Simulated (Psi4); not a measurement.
# One shape, several levels: doublet AlCNClOF+

We compute a comparison of 5 runs (U-r2SCAN/cc-pVDZ, UBHLYP/cc-pVDZ, UM06-2X/cc-pVDZ, UM06-L/cc-pVDZ, UPBE0/cc-pVDZ) of doublet AlCNClOF+. 

The calculation is run with Psi4 1.11.

2 further runs of the same task are left out: 2 set aside as unsound or not needed. Runs told in other sessions of the task aren't counted.

### Step 1. The system as given

AlCNClOF+ has 6 atoms, charge +1, and is taken as a doublet. As SMILES of the parent species, `O=C=[N][Al]([F])[Cl]`. Geometry: relaxed at PBE0-D4/def2-TZVP. This is one conformer, not always the lowest. That shape belongs to the parent species and isn't relaxed for this state.

Bond lengths: O1–C2 1.162 Å, C2–N3 1.197 Å, N3–Al4 1.741 Å, Al4–F5 1.632 Å, Al4–Cl6 2.064 Å. Angles: O1–C2–N3 179.5°, C2–N3–Al4 174.7°, N3–Al4–F5 119.2°, N3–Al4–Cl6 121.4°, F5–Al4–Cl6 119.4°.

### Step 2. The energy at U-r2SCAN/cc-pVDZ (run 1)

input.dat reads:

```
memory 2.2 GB

molecule m {
  1 2
  O     -1.726000    -0.301300     2.353900
  C     -1.034500    -0.244700     1.421600
  N     -0.321400    -0.196300     0.461800
  Al     0.694800     0.033100    -0.933400
  F      1.379200    -1.268200    -1.642400
  Cl     1.050000     1.913400    -1.707800
  units angstrom
  symmetry c1
}

set globals {
  basis                cc-pVDZ
  reference            uks
  puream               true
  e_convergence        1e-09
  d_convergence        1e-08
  scf_type             pk
  dft_radial_points    99
  dft_spherical_points 590
  maxiter              100
}

e_tot, wfn = energy('r2scan', return_wfn=True)
oeprop(wfn, 'WIBERG_LOWDIN_INDICES', 'QUADRUPOLE', 'DIPOLE', title='R2SCAN')
print_variables()
```

Command:

```sh
$ psi4 input.dat output.dat -n 1
```

output.dat:

```text
[...]
  Running in c1 symmetry.
[...]
  Nuclear repulsion =  298.716656571062970
[...]
  Multiplicity = 2
[...]
  Nalpha       = 30
  Nbeta        = 29
[...]
    Number of basis functions: 92
[...]
   @UKS iter   1:  -969.79203441162167    2.05624e-01   9.63069e-03 ADIIS/DIIS
[...]
   @UKS iter  19:  -970.18697467023571   -2.27374e-12   1.98041e-09 DIIS
[...]
   @S^2 Observed:                7.607616436E-01
[...]
    Orbital Energies [Eh]
    ---------------------
    Alpha Occupied:
       1A   -101.452163     2A    -56.090217     3A    -24.687325
       4A    -19.309972     5A    -14.488181     6A    -10.453272
       7A     -9.615863     8A     -7.358720     9A     -7.355779
      10A     -7.351141    11A     -4.382837    12A     -2.923283
      13A     -2.919343    14A     -2.919009    15A     -1.354884
      16A     -1.324319    17A     -1.191113    18A     -1.028325
      19A     -0.807580    20A     -0.727569    21A     -0.710458
      22A     -0.693733    23A     -0.630712    24A     -0.606464
      25A     -0.579399    26A     -0.576625    27A     -0.574145
      28A     -0.556949    29A     -0.549938    30A     -0.541436
    Alpha Virtual:
[...]
  @UKS Final Energy:  -970.18697467023571
   => Energetics <=
    Nuclear Repulsion Energy =            298.7166565710629698
    One-Electron Energy =               -1921.2096271980428810
    Two-Electron Energy =                 730.2035176866932034
    DFT Exchange-Correlation Energy =     -77.8975217299489344
    Empirical Dispersion Energy =           0.0000000000000000
    VV10 Nonlocal Energy =                  0.0000000000000000
    Total Energy =                       -970.1869746702357133
  UHF NO Occupations:
  HONO-2 :   28  A 1.9992619
  HONO-1 :   29  A 1.9962426
[...]
 Multipole Moments:
 ------------------------------------------------------------------------------------
     Multipole            Electronic (a.u.)      Nuclear  (a.u.)        Total (a.u.)
 ------------------------------------------------------------------------------------
 L = 1.  Multiply by 2.5417464519 to convert [e a0] to [Debye]
 Dipole X            :          1.3945186           -2.0728114           -0.6782927
 Dipole Y            :          0.1531308            0.1651548            0.3182856
 Dipole Z            :         -1.8870021            2.7443706            0.8573685
 Magnitude           :                                                    1.1386252
 L = 2.  Multiply by 1.3450342976 to convert [e a0^2] to [Debye ang]
 Quadrupole XX       :       -270.4210179          243.9070288          -26.5139891
 Quadrupole XY       :        -69.1161277           72.1579467            3.0418190
[...]
```

Wall time 73 s (1 thread of AMD EPYC 9R45 (Zen 5), shared host); peak memory 1.3 GiB.

### Step 3. Energy and forces at UBHLYP/cc-pVDZ (run 2)

calclfno.dat reads:

```
memory 2.2 GB

molecule m {
  1 2
  O     -1.726000    -0.301300     2.353900
  C     -1.034500    -0.244700     1.421600
  N     -0.321400    -0.196300     0.461800
  Al     0.694800     0.033100    -0.933400
  F      1.379200    -1.268200    -1.642400
  Cl     1.050000     1.913400    -1.707800
  units angstrom
  symmetry c1
}

set basis cc-pVDZ
set reference uks
set puream true
set e_convergence 1e-09
set d_convergence 1e-08
set scf_type pk
set dft_radial_points 99
set dft_spherical_points 590
set maxiter 100

e, wfn = gradient("bhhlyp", return_wfn=True)
oeprop(wfn, "WIBERG_LOWDIN_INDICES", "DIPOLE", "LOWDIN_CHARGES", title="BHHLYP")
```

Command:

```sh
$ psi4 -i calclfno.dat -o calclfno.out -n 1
```

calclfno.out, shortened:

```text
[...]
  Running in c1 symmetry.
[...]
  Nuclear repulsion =  298.716656571062970
[...]
  Multiplicity = 2
[...]
  Nalpha       = 30
  Nbeta        = 29
[...]
    Number of basis functions: 92
[...]
   @UKS iter   1:  -969.95748751413555   -2.39559e-01   8.21009e-03 DIIS/ADIIS
[...]
   @UKS iter  22:  -970.22918270635125   -5.68434e-13   4.04646e-09 DIIS
[...]
   @S^2 Observed:                7.955220946E-01
[...]
  @UKS Final Energy:  -970.22918270635125
   => Energetics <=
    Nuclear Repulsion Energy =            298.7166565710629698
    One-Electron Energy =               -1921.3206111464546666
    Two-Electron Energy =                 692.5607454005121326
    DFT Exchange-Correlation Energy =     -40.1859735314716815
    Empirical Dispersion Energy =           0.0000000000000000
    VV10 Nonlocal Energy =                  0.0000000000000000
    Total Energy =                       -970.2291827063512528
  UHF NO Occupations:
  HONO-2 :   28  A 1.9988038
  HONO-1 :   29  A 1.9798692
[...]
  -Total Gradient:
     Atom            X                  Y                   Z
    ------   -----------------  -----------------  -----------------
       1       -0.015061839755    -0.001128085971     0.020286436756
       2        0.034703861450     0.002795186283    -0.046783846371
       3        0.013438395525     0.003517423727    -0.018556447359
       4       -0.039547650081    -0.018982598075     0.055915298396
       5        0.000148866669     0.014350622501    -0.002489111084
       6        0.006303763433    -0.000550023804    -0.008353208263
[...]
 Multipole Moments:
 ------------------------------------------------------------------------------------
     Multipole            Electronic (a.u.)      Nuclear  (a.u.)        Total (a.u.)
 ------------------------------------------------------------------------------------
 L = 1.  Multiply by 2.5417464519 to convert [e a0] to [Debye]
 Dipole X            :          0.6990319           -2.0728114           -1.3737794
 Dipole Y            :         -0.3636514            0.1651548           -0.1984966
 Dipole Z            :         -0.8750398            2.7443706            1.8693307
 Magnitude           :                                                    2.3283188
[...]
```

Wall time 48 s (1 thread of AMD EPYC 9R45 (Zen 5), shared host); peak memory 1.1 GiB.

Runs 3 to 4 aren't shown in full; the table further down has their settings and results.

### Step 4. Energy and forces at UPBE0/cc-pVDZ (run 5)

input.dat reads:

```
memory 2200 mb

molecule mol {
  1 2
  O     -1.726000    -0.301300     2.353900
  C     -1.034500    -0.244700     1.421600
  N     -0.321400    -0.196300     0.461800
  Al     0.694800     0.033100    -0.933400
  F      1.379200    -1.268200    -1.642400
  Cl     1.050000     1.913400    -1.707800
  units angstrom
  symmetry c1
}

set reference uks
set puream true
set e_convergence 1e-09
set d_convergence 1e-08
set scf_type pk
set dft_radial_points 99
set dft_spherical_points 590
set maxiter 100

energy_value, wavefunction = gradient('pbe0/cc-pVDZ', return_wfn=True)
oeprop(wavefunction, 'QUADRUPOLE', 'DIPOLE', 'MULLIKEN_CHARGES')
```

Command:

```sh
$ psi4 -n 1 input.dat output.dat
```

output.dat, shortened:

```text
[...]
  Running in c1 symmetry.
[...]
  Nuclear repulsion =  298.716656571062970
[...]
  Multiplicity = 2
[...]
  Nalpha       = 30
  Nbeta        = 29
[...]
    Number of basis functions: 92
[...]
   @UKS iter   1:  -969.48067378166775    2.20331e-02   8.87690e-03 DIIS/ADIIS
[...]
   @UKS iter  18:  -969.80885831620628   -3.97904e-12   9.73899e-09 DIIS
[...]
   @S^2 Observed:                7.661464006E-01
[...]
  @UKS Final Energy:  -969.80885831620628
   => Energetics <=
    Nuclear Repulsion Energy =            298.7166565710629698
    One-Electron Energy =               -1921.2437840976758707
    Two-Electron Energy =                 711.3550441341875512
    DFT Exchange-Correlation Energy =     -58.6367749237809051
    Empirical Dispersion Energy =           0.0000000000000000
    VV10 Nonlocal Energy =                  0.0000000000000000
    Total Energy =                       -969.8088583162062832
  UHF NO Occupations:
  HONO-2 :   28  A 1.9985245
  HONO-1 :   29  A 1.9942244
[...]
  -Total Gradient:
     Atom            X                  Y                   Z
    ------   -----------------  -----------------  -----------------
       1       -0.003684383690     0.000056755425     0.004906380358
       2        0.030634121129     0.001757709352    -0.041182976592
       3       -0.001992524014    -0.001172572702     0.002804003670
       4       -0.021512283846    -0.006066950839     0.029739292271
       5       -0.006035493345     0.017889321196     0.005222632396
       6        0.002566048947    -0.012472454008    -0.001455192883
[...]
 Multipole Moments:
 ------------------------------------------------------------------------------------
     Multipole            Electronic (a.u.)      Nuclear  (a.u.)        Total (a.u.)
 ------------------------------------------------------------------------------------
 L = 1.  Multiply by 2.5417464519 to convert [e a0] to [Debye]
[...]
  Mulliken Charges: (a.u.)
   Center  Symbol    Alpha    Beta     Spin     Total
       1     O     4.14183  3.79561  0.34622  0.06256
       2     C     2.71685  2.85412 -0.13727  0.42903
       3     N     3.85264  3.32910  0.52354 -0.18173
       4    AL     6.02818  6.09882 -0.07064  0.87300
       5     F     4.66923  4.64129  0.02795 -0.31052
       6    CL     8.59127  8.28107  0.31020  0.12766
   Total alpha = 30.00000, Total beta = 29.00000, Total charge =  1.00000
    Psi4 run time: 0:00:44.35
```

Run time: 46 s. Hardware: 1 thread of AMD EPYC 9R45 (Zen 5), shared host; peak memory 1.1 GiB.

### Step 5. Overview of the runs

```csv
run,level,task,energy (Eh),HOMO energy (eV),LUMO energy (eV),⟨S²⟩,wall time
1,U-r2SCAN/cc-pVDZ,energy,-970.186975,-14.51,-13.95,0.761,73 s
2,UBHLYP/cc-pVDZ,gradient,-970.229183,-15.60,-12.53,0.796,48 s
3,UM06-2X/cc-pVDZ,energy,-970.214871,-15.88,-12.99,0.771,61 s
4,UM06-L/cc-pVDZ,gradient,-970.340566,-14.49,-14.01,0.758,83 s
5,UPBE0/cc-pVDZ,gradient,-969.808858,-15.04,-13.44,0.766,46 s
```

### Step 6. What came out

| quantity | value |
| --- | --- |
| run 5: total energy | -969.80886 Eh |
| run 5: HOMO energy (highest over α and β) | -15.04 eV |
| run 5: LUMO energy (lowest over α and β) | -13.44 eV |
| run 5: ⟨S²⟩ | 0.766 |
| run 5: largest force on an atom | 2.641 eV/Å |

**Reading.** Totals of different functionals can't be ranked against each other. All runs together took 5.2 min, the longest 83 s.
